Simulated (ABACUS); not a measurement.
Crystal: Co.

```
Co
1.0
     2.47200    0.00000    0.00000
    -1.23600    2.14081    0.00000
     0.00000    0.00000    4.02114
Co
2
Direct
  0.66667 0.33333 0.75000
  0.33333 0.66667 0.25000
```

```yaml
Program: ABACUS 3.10.1
Task: single point
Functional: PBEsol
Potentials_or_basis: PseudoDojo NC SR 0.4.1 PBEsol standard
Cutoff: 1320 eV
Density_cutoff: 5279 eV
Basis: plane waves
k_mesh: 12 × 12 × 7
Occupations: fermi-dirac, width 0.05 eV
Spin: collinear spin, ferromagnetic start
Starting_moments: "[2.0, 2.0] μB"
```

On this cell: pressure -5.8 GPa; largest force under 0.003 eV/Å; net moment 3.21 μB per cell; band gap on the k mesh none (metal or under the smearing width).

The same run follows on a disturbed copy (atoms moved at random, drawn with an rms of 0.05 Å):

```xyz
2
Lattice="2.4720 0.0000 0.0000 -1.2360 2.1408 0.0000 0.0000 0.0000 4.0211" Properties=species:S:1:pos:R:3 pbc="T T T"
Co    1.2570    0.6694    2.9866
Co    0.0418    1.3977    0.9655
```

Q: What changes?

A: The energy (extrapolated to zero smearing) moves by +0.6 meV/atom; pressure -5.7 GPa; largest force 0.091 eV/Å; net moment 3.21 μB per cell; band gap on the k mesh none (metal or under the smearing width).

Forces on the atoms (eV/Å):
```
Co   0.053  0.037 -0.064
Co  -0.053 -0.037  0.064
```

Stress tensor (GPa, compression positive):
```
-5.07 -0.38 -0.03
-0.38 -4.52 -0.02
-0.03 -0.02 -7.53
```
